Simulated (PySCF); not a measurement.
# Pd⁺: dipole response in aug-cc-pVTZ-PP with ECP28

How polarisable is Pd⁺ at the levels listed below?

Program: PySCF 2.14.0. Level of theory: unrestricted determinants in a Gaussian basis, no spin-orbit coupling in the energies. These are calculated values, not measurements, unless marked.

### 1 Starting point

```
Element     : palladium (Z = 46)
Basis       : aug-cc-pVTZ-PP with ECP28MDF
Hamiltonian : scalar relativity through the core potential
State 1     : Pd⁺: [Kr] 4d9, 2D determinant
Methods     : BLYP
```

The outer shells:

Pd+ [Kr] 4d9
```
[Kr] core
4d [↑↓][↑↓][↑↓][↑↓][↑ ]
```

The runs were made by one driver on top of PySCF. The scripts below sum up each run's settings (the driver also hands on starting orbitals that pick excited configurations, and frozen orbitals as a list rather than a count), and the logs come from the driver's own runs. The driver starts from symmetry-adapted Hartree-Fock orbitals, holds the occupation by maximum overlap and uses a logarithmic radial grid for functionals, so a plain start would take other cycles.

The integrals over 88 functions and the set-up took 1.3 s of CPU time.

### 2 Pd⁺: BLYP

**BLYP**

The input, input.py:

```python
from pyscf import gto, scf, dft, mp, cc
import basis_set_exchange as bse
txt = bse.get_basis("aug-cc-pVTZ-PP", elements=["Pd"], fmt="nwchem", header=False)
cut = txt.index("\nECP")
mol = gto.M(atom="Pd 0 0 0", charge=1, spin=1, symmetry="D2h",
            basis=gto.basis.parse(txt[:cut]),
            ecp={"Pd": gto.basis.parse_ecp(txt[cut:])})
mf = dft.UKS(mol, xc="BLYP")
mf.irrep_nelec = {'Ag': (3, 2), 'B1g': (1, 1), 'B2g': (1, 1), 'B3g': (1, 1), 'B1u': (1, 1), 'B2u': (1, 1), 'B3u': (1, 1)}
mf.kernel()
```

The log of the run:

```text
damping factor = 0
level_shift factor = 0
DIIS = <class 'pyscf.scf.diis.CDIIS'>
diis_start_cycle = 1
diis_space = 10
diis_damp = 0
SCF conv_tol = 1e-09
SCF conv_tol_grad = None
number electrons alpha = 9  beta = 8
XC functionals = BLYP
    A. D. Becke.,  Phys. Rev. A 38, 3098 (1988)
    C. Lee, W. Yang, and R. G. Parr.,  Phys. Rev. B 37, 785 (1988)
    B. Miehlich, A. Savin, H. Stoll, and H. Preuss.,  Chem. Phys. Lett. 157, 200 (1989)
cycle= 1 E= -127.089969796892  delta_E= -0.0071  |g|= 0.133  |ddm|= 0.278
cycle= 2 E= -127.083321979975  delta_E= 0.00665  |g|= 0.219  |ddm|= 0.188
cycle= 3 E= -127.096021842435  delta_E= -0.0127  |g|= 0.0129  |ddm|= 0.0933
cycle= 4 E= -127.096087844585  delta_E= -6.6e-05  |g|= 0.00155  |ddm|= 0.013
cycle= 5 E= -127.096088843521  delta_E= -9.99e-07  |g|= 0.000254  |ddm|= 0.00162
cycle= 6 E= -127.096088901522  delta_E= -5.8e-08  |g|= 2.77e-05  |ddm|= 0.000698
cycle= 7 E= -127.096088902054  delta_E= -5.32e-10  |g|= 1.07e-06  |ddm|= 6.93e-05
converged SCF energy = -127.096088902054  <S^2> = 0.75406993  2S+1 = 2.0040658
```

CPU time 19 s on a shared host, the integrals not counted.

Orbital energies by shell (radii are means over both spins):

| shell | electrons | mean orbital energy (eV) | spread (eV) | rms radius (bohr) |
| --- | --- | --- | --- | --- |
| 4s α | 1 | -97.813 | 0 | 1.01 |
| 4s β | 1 | -96.986 | 0 | 1.01 |
| 4p α | 3 | -63.327 | 1.372 | 1.12 |
| 4p β | 3 | -62.505 | 0.516 | 1.12 |
| 4d α | 5 | -14.827 | 1.495 | 1.63 |
| 4d β | 4 | -14.175 | 0.847 | 1.63 |

⟨S²⟩ = 0.754, ⟨L²⟩ = 6.04.

The driver then solved the coupled dipole response at imaginary frequencies: mean α = 12.13 bohr³ (xx, yy, zz: 11.90, 11.90, 12.58), C₆ = 74.05 au for a like pair.

Energies and moments cover only the electrons outside the core potential.

Radial density 4πr²ρ of Pd⁺ at BLYP, the electrons outside the core potential:

```csv
r (bohr),density,spin density
0.0171,1.31e-05,0.000
0.0288,3.28e-05,0.000
0.0485,7.49e-05,0.000
0.0815,0.000245,0.000
0.137,0.00227,0.000
0.231,0.0342,0.002
0.388,0.793,0.035
0.652,9.95,0.365
1.10,15.2,0.811
1.85,4.13,0.359
3.10,0.471,0.038
5.22,0.0109,0.000
8.78,2.84e-05,0.000
```

### 3 Polarisabilities and C₆

Pd⁺, in atomic units:

```csv
method,mean α,C₆ (like pair),S(−4)
BLYP,12.13,74.05,61.54
```

α(iu) at BLYP:

| u (hartree) | α(iu) (bohr³) |
| --- | --- |
| 0 | 12.13 |
| 0.0500 | 11.98 |
| 0.100 | 11.57 |
| 0.200 | 10.33 |
| 0.300 | 9.045 |
| 0.500 | 7.074 |
| 0.750 | 5.448 |
| 1.00 | 4.319 |
| 1.50 | 2.875 |
| 2.00 | 2.035 |
| 3.00 | 1.158 |
| 5.00 | 0.5076 |

### 4 Results

```
quantity               value
α of Pd⁺  12.13 (BLYP) bohr³
```

**Reading.** A single London oscillator with the computed α and C₆ of Pd⁺ at BLYP would have ω = 4 C₆ / (3 α²) = 0.671 hartree. All values hold for this basis alone; no basis-set limit was taken.
